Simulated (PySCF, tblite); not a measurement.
# C5H4FO+: excited states, first hyperpolarisability

What do calculations give for the excited states, first hyperpolarisability of C5H4FO+ (`Fc1cc[o+]cc1`)?

Programs: tblite 0.8.0 and PySCF 2.14.0, with routines of our own; each step states its level. All values are computed. Atoms count from 0.

## 1. The starting structure

11 atoms, charge 1, multiplicity 1; geometry from: force field or distance geometry start.

## 2. Geometry optimisation with GFN2-xTB

What the job is given:

```
{"job": {"kind": "relax", "xc": "GFN2-xTB", "basis": "xTB"}, "charge": 1, "multiplicity": 1}
F     -1.084600     2.188200     0.009800
C     -0.501300     0.998800    -0.005900
C     -1.273200    -0.141800     0.017300
C     -0.676900    -1.366700    -0.001500
O      0.740000    -1.489000    -0.002800
C      1.498500    -0.287800    -0.022600
C      0.881700     0.943900    -0.016600
H     -2.358100    -0.047400     0.031400
H     -1.266100    -2.289000     0.015800
H      2.585300    -0.361500    -0.028800
H      1.460200     1.855000    -0.022000
```

The run is started by

```
OMP_NUM_THREADS=1 python excited_run.py task.json out
```

This one command runs all jobs of the session in turn.

What it wrote:

```text
step      E/eV     max force
  0    -572.43834    3.756
  1    -572.79926    1.168
  2    -572.87355    1.090
  3    -572.92300    0.764
  4    -572.98615    0.490
  5    -572.99887    0.362
  6    -573.01386    0.343
  7    -573.01893    0.225
  8    -573.02062    0.095
  9    -573.02088    0.046
 10    -573.02103    0.043
 11    -573.02109    0.021
 12    -573.02112    0.017
 13    -573.02114    0.010
 14    -573.02115    0.006
```

Wall time 0.09 s (1 thread of Arm Neoverse N1, shared host).

Along the way:

```
step  energy from step 0 (eV)  largest force (eV/Å)
   0                   0.0000                3.7561
   1                  -0.3609                1.1679
   2                  -0.4352                1.0904
   3                  -0.4847                0.7643
   4                  -0.5478                0.4903
   5                  -0.5605                0.3618
   6                  -0.5755                0.3426
   7                  -0.5806                0.2254
   8                  -0.5823                0.0947
   9                  -0.5825                0.0457
  10                  -0.5827                0.0434
  11                  -0.5827                0.0209
  12                  -0.5828                0.0171
  13                  -0.5828                0.0105
  14                  -0.5828                0.0064
```

Distances of close pairs at the start and the end, largest changes first:

```
 bond  before (Å)  after (Å)  change (Å)
C3–O4       1.422      1.310      -0.112
O4–C5       1.421      1.310      -0.111
C1–C2       1.377      1.402      +0.025
F0–C1       1.325      1.300      -0.025
C1–C6       1.384      1.402      +0.018
C2–C3       1.362      1.374      +0.012
C3–H8       1.095      1.085      -0.010
C2–H7       1.089      1.080      -0.009
```

The end geometry stands in the next job.

## 3. Harmonic vibrations with GFN2-xTB

What the job is given:

```
{"job": {"kind": "ir", "xc": "GFN2-xTB", "basis": "xTB"}, "charge": 1, "multiplicity": 1}
F     -1.097533     2.203942     0.007341
C     -0.517710     1.040258     0.001962
C     -1.289777    -0.130305     0.013819
C     -0.614397    -1.327334     0.006515
O      0.694157    -1.391983    -0.009099
C      1.430558    -0.308273    -0.018932
C      0.881657     0.951783    -0.015234
H     -2.368787    -0.084999     0.028443
H     -1.106849    -2.293860     0.013295
H      2.498749    -0.497144    -0.029603
H      1.495355     1.840585    -0.024469
```

What it wrote:

```text
mode    cm-1     km/mol
  1     195.1      5.96
  2     366.5      0.00
  3     391.8     11.30
  4     477.6      1.25
  5     490.5      7.25
  6     628.0      1.16
  7     695.4      5.98
  8     836.2     48.37
  9     837.1     98.61
 10     877.9      0.00
 11     908.5      1.48
 12     922.0      0.00
 13     990.4     21.20
 14    1031.5     12.03
 15    1068.3      1.83
 16    1146.8     23.32
 17    1209.0      6.35
 18    1233.4      0.48
 19    1261.3     60.62
 20    1414.3     34.51
 21    1444.2     90.70
 22    1478.9     19.64
 23    1552.8    356.71
 24    3052.2     50.11
 25    3054.8     57.22
 26    3101.1     77.01
 27    3102.8     13.25
```

It took 0.3 s on 1 thread of Arm Neoverse N1, shared host.

Which atoms move in the most intense modes:

```
cm⁻¹  km/mol                                atoms
 836    48.4   F0 24 %, C5 18 %, C3 18 %, O4 14 %
 837    98.6  H8 17 %, H9 17 %, H7 17 %, H10 16 %
1261    60.6   C1 20 %, H9 15 %, H8 15 %, F0 11 %
1444    90.7            C1 42 %, C3 12 %, C5 12 %
1553   356.7   C6 24 %, C2 24 %, C5 17 %, C3 17 %
3052    50.1                     H9 51 %, H8 40 %
3055    57.2                     H8 51 %, H9 40 %
3101    77.0                    H10 68 %, H7 23 %
```

## 4. Excited states: TDA PBE0/def2-SVP

Settings changed since step 3:

```diff
@@ -1,2 +1,2 @@
-{"job": {"kind": "ir", "xc": "GFN2-xTB", "basis": "xTB"}, "charge": 1, "multiplicity": 1}
+{"job": {"kind": "states", "xc": "PBE0", "basis": "def2-SVP", "tda": true, "soc": true, "nstates": 5, "ntriplets": 6, "nquad": 4}, "charge": 1, "multiplicity": 1}
 F     -1.097533     2.203942     0.007341
```

With the program's defaults for keys left out, this is: TDA PBE0/def2-SVP excited states, vertical, gas phase, spin-orbit mean-field couplings.

What it wrote:

```text
coarse grid: 10088 points
cycle   1  E = -366.9041717294  dE =  1.701e+00  |g| = 5.911e-01  |ddm| = 3.738e+00
cycle   2  E = -366.8472093466  dE =  5.696e-02  |g| = 8.359e-01  |ddm| = 1.152e+00
cycle   3  E = -366.9738488964  dE = -1.266e-01  |g| = 8.941e-02  |ddm| = 7.159e-01
cycle   4  E = -366.9748924350  dE = -1.044e-03  |g| = 3.931e-02  |ddm| = 1.028e-01
cycle   5  E = -366.9752227629  dE = -3.303e-04  |g| = 9.796e-03  |ddm| = 4.271e-02
cycle   6  E = -366.9752409171  dE = -1.815e-05  |g| = 5.386e-03  |ddm| = 1.405e-02
cycle   7  E = -366.9752481712  dE = -7.254e-06  |g| = 7.752e-04  |ddm| = 5.745e-03
final grid: 100344 points
cycle   8  E = -367.0310776488  dE = -2.061e-05  |g| = 8.727e-03  |ddm| = 2.681e-02
cycle   9  E = -367.0310580100  dE =  1.964e-05  |g| = 1.358e-02  |ddm| = 1.569e-02
cycle  10  E = -367.0310928118  dE = -3.480e-05  |g| = 1.512e-03  |ddm| = 1.014e-02
cycle  11  E = -367.0310933506  dE = -5.388e-07  |g| = 4.123e-04  |ddm| = 1.645e-03
cycle  12  E = -367.0310933933  dE = -4.275e-08  |g| = 9.576e-05  |ddm| = 5.259e-04
cycle  13  E = -367.0310933956  dE = -2.257e-09  |g| = 1.288e-05  |ddm| = 1.186e-04
cycle  14  E = -367.0310933956  dE = -2.524e-11  |g| = 9.251e-06  |ddm| = 1.844e-05
converged SCF energy = -367.0310933956

Singlet excitations
state   eV       nm        f     d(h-e)  d(exc)  Lambda  PR(NTO)  |dmu|/D   mu/D   main configurations
  1   5.9716   207.6   0.14181   0.228   2.407   0.671   1.399    0.512    2.792   H->L 0.83, H-1->L+1 0.13
  2   6.4268   192.9   0.02741   0.588   2.691   0.798   1.865    1.205    1.075   H-1->L 0.65, H->L+1 0.33
  3   6.7142   184.7   0.00000   1.014   2.693   0.437   1.007    2.120    0.159   H-2->L 0.99
  4   6.9246   179.0   0.00148   0.754   2.500   0.502   1.008    1.476    3.756   H-3->L 0.99
  5   7.6915   161.2   0.35488   0.836   2.750   0.649   1.437                     H-1->L+1 0.81, H->L 0.12

Triplet excitations (Tamm-Dancoff)
state   eV     d(h-e)  d(exc)  Lambda  PR(NTO)   main configurations
  1   4.0125   0.032   2.371   0.680   1.040   H->L 0.97
  2   4.5171   0.526   2.431   0.749   1.071   H-1->L 0.96
  3   4.7158   0.153   2.321   0.908   1.142   H->L+1 0.93
  4   5.7938   0.644   2.455   0.652   1.122   H-1->L+1 0.94
  5   6.3918   0.759   2.441   0.501   1.032   H-3->L 0.97
  6   6.4106   0.896   2.644   0.437   1.027   H-2->L 0.98
S1 - T1 = 1.9591 eV

Spin-orbit couplings |<S|Hso|T>| (cm-1)
             T1       T2       T3       T4       T5       T6
S0        0.107    0.003    0.008    0.193   35.240   30.993
S1        0.000    0.036    0.080    0.004    2.038    1.114
S2        0.052    0.082    0.014    0.071   18.992   30.263
S3        0.250   33.546    5.613    0.436   24.911    0.087
S4        0.112   23.672    6.735    0.645    0.060   26.037
S5        0.011    0.131    0.036    0.059    1.231    1.282
T1 sublevels (cm-1): 0.000 0.000 0.000   radiative rates (1/s): 0.000133 0.0127 0.0346
```

Wall time 17 s (1 thread of Arm Neoverse N1, shared host); peak memory 0.52 GiB.

Key values:

```
  quantity    value
S1 less T1  1.96 eV
```

## 5. Excited states: TDDFT CAM-B3LYP/def2-SVPD

Settings changed since step 4:

```diff
@@ -1,2 +1,2 @@
-{"job": {"kind": "states", "xc": "PBE0", "basis": "def2-SVP", "tda": true, "soc": true, "nstates": 5, "ntriplets": 6, "nquad": 4}, "charge": 1, "multiplicity": 1}
+{"job": {"kind": "states", "xc": "CAM-B3LYP", "basis": "def2-SVPD", "tpa": true, "nstates": 6, "nquad": 5, "ntriplets": 0}, "charge": 1, "multiplicity": 1}
 F     -1.097533     2.203942     0.007341
```

Level: TDDFT CAM-B3LYP/def2-SVPD excited states, vertical, gas phase, two-photon moments by quadratic response.

What it wrote:

```text
coarse grid: 10088 points
cycle   1  E = -367.1312588954  dE =  1.913e+00  |g| = 6.441e-01  |ddm| = 6.925e+00
cycle   2  E = -367.1302768464  dE =  9.820e-04  |g| = 7.335e-01  |ddm| = 1.847e+00
cycle   3  E = -367.2225430238  dE = -9.227e-02  |g| = 1.022e-01  |ddm| = 1.112e+00
cycle   4  E = -367.2240708919  dE = -1.528e-03  |g| = 3.575e-02  |ddm| = 1.787e-01
cycle   5  E = -367.2243358439  dE = -2.650e-04  |g| = 1.164e-02  |ddm| = 7.935e-02
cycle   6  E = -367.2243665448  dE = -3.070e-05  |g| = 3.964e-03  |ddm| = 2.866e-02
cycle   7  E = -367.2243698008  dE = -3.256e-06  |g| = 9.040e-04  |ddm| = 7.633e-03
final grid: 100344 points
cycle   8  E = -367.2926580236  dE = -3.167e-05  |g| = 3.467e-03  |ddm| = 1.142e-01
cycle   9  E = -367.2926577450  dE =  2.786e-07  |g| = 3.993e-03  |ddm| = 1.110e-02
cycle  10  E = -367.2926606114  dE = -2.866e-06  |g| = 4.746e-04  |ddm| = 4.812e-03
cycle  11  E = -367.2926606483  dE = -3.685e-08  |g| = 1.183e-04  |ddm| = 8.154e-04
cycle  12  E = -367.2926606516  dE = -3.295e-09  |g| = 3.600e-05  |ddm| = 3.081e-04
cycle  13  E = -367.2926606519  dE = -2.890e-10  |g| = 9.426e-06  |ddm| = 8.716e-05
converged SCF energy = -367.2926606519

Singlet excitations
state   eV       nm        f     d(h-e)  d(exc)  Lambda  PR(NTO)  |dmu|/D   mu/D   delta(TPA)   sigma/GM   main configurations
  1   5.5658   222.8   0.12429   0.198   2.393   0.665   1.364    0.456    2.877        4.23      0.048   H->L 0.91
  2   6.2817   197.4   0.04151   0.504   2.606   0.772   1.758    1.235    1.187       49.59      0.717   H-1->L 0.76, H->L+1 0.23
  3   6.9641   178.0   0.00000   0.848   2.607   0.444   1.019    1.956    0.466        0.02      0.000   H-2->L 0.98
  4   7.0239   176.5   0.00187   0.709   2.453   0.498   1.024    1.456    3.877        0.32      0.006   H-3->L 0.98
  5   7.5473   164.3   0.22520   0.670   2.658   0.630   1.224    1.377    1.044        1.76      0.037   H-1->L+1 0.91
  6   7.5814   163.5   0.52544   0.079   2.411   0.828   1.834                                            H->L+1 0.74, H-1->L 0.22
```

It took 40 s on 1 thread of Arm Neoverse N1, shared host; peak memory 0.65 GiB.

## 6. First hyperpolarisability: quadratic response wB97X-D/def2-SVPD

Settings changed since step 5:

```diff
@@ -1,2 +1,2 @@
-{"job": {"kind": "states", "xc": "CAM-B3LYP", "basis": "def2-SVPD", "tpa": true, "nstates": 6, "nquad": 5, "ntriplets": 0}, "charge": 1, "multiplicity": 1}
+{"job": {"kind": "beta", "xc": "wB97X-D", "basis": "def2-SVPD", "wavelengths": [1064, 800]}, "charge": 1, "multiplicity": 1}
 F     -1.097533     2.203942     0.007341
```

Method: quadratic response wB97X-D/def2-SVPD first hyperpolarisability, Taylor convention, gas phase.

What it wrote:

```text
coarse grid: 10088 points
cycle   1  E = -367.1673270592  dE =  1.967e+00  |g| = 6.578e-01  |ddm| = 6.128e+00
cycle   2  E = -367.1905291384  dE = -2.320e-02  |g| = 6.734e-01  |ddm| = 1.779e+00
cycle   3  E = -367.2671601229  dE = -7.663e-02  |g| = 1.019e-01  |ddm| = 1.023e+00
cycle   4  E = -367.2687724830  dE = -1.612e-03  |g| = 3.132e-02  |ddm| = 2.416e-01
cycle   5  E = -367.2690014358  dE = -2.290e-04  |g| = 1.089e-02  |ddm| = 1.065e-01
cycle   6  E = -367.2690298064  dE = -2.837e-05  |g| = 3.675e-03  |ddm| = 3.130e-02
cycle   7  E = -367.2690328167  dE = -3.010e-06  |g| = 9.399e-04  |ddm| = 8.291e-03
final grid: 100344 points
cycle   8  E = -367.3257632352  dE = -8.665e-05  |g| = 7.067e-03  |ddm| = 2.230e-01
cycle   9  E = -367.3257618249  dE =  1.410e-06  |g| = 8.272e-03  |ddm| = 3.302e-02
cycle  10  E = -367.3257729924  dE = -1.117e-05  |g| = 5.058e-04  |ddm| = 7.738e-03
cycle  11  E = -367.3257730729  dE = -8.045e-08  |g| = 3.956e-04  |ddm| = 3.127e-03
cycle  12  E = -367.3257731117  dE = -3.885e-08  |g| = 8.654e-05  |ddm| = 9.291e-04
cycle  13  E = -367.3257731142  dE = -2.464e-09  |g| = 4.218e-05  |ddm| = 2.283e-04
cycle  14  E = -367.3257731150  dE = -8.141e-10  |g| = 1.253e-05  |ddm| = 1.380e-04
converged SCF energy = -367.3257731150

Lowest singlets (eV, f): 5.5853 0.1255  6.2978 0.0396  6.9379 0.0000

First hyperpolarisability (au)
process     nm      |vector|   parallel      HRS      DR
static         -       74.93     -44.96      41.73   2.689
shg       1064.0       81.65     -48.99      47.45   2.564
eope      1064.0       77.09     -46.25          -       -
shg        800.0       87.20     -52.32      53.17   2.436
eope       800.0       78.81     -47.28          -       -
```

Wall time 32 s (1 thread of Arm Neoverse N1, shared host); peak memory 0.63 GiB.

## 7. Outcome

```
                                               quantity                                            value
              strongest single infrared mode (GFN2-xTB)                            1553 cm⁻¹, 357 km/mol
                           zero-point energy (GFN2-xTB)                                    48.3 kcal/mol
                 S1 less T1 (step 4, TDA PBE0/def2-SVP)                                          1.96 eV
β vector (step 6, quadratic response wB97X-D/def2-SVPD)  static 75, SHG 1064.0 nm 82, SHG 800.0 nm 87 au
```

What this shows: No mode is imaginary among the 27: a minimum at this level. The strongest single mode, at 1553 cm⁻¹, is spread over several atoms, C6, C2, C5, C3 among them. GFN2-xTB is a fitted tight-binding method: band positions and strengths are rough. Its intensities can rank the bands wrongly. In step 4, the number of triplets below S1 is 4, and the largest singlet-triplet spin-orbit coupling is S0–T5, 35.24 cm⁻¹. β grows from 75 au (static) to 87 au for doubling at 800.0 nm: normal dispersion, which grows as twice the photon energy moves toward the bright states.
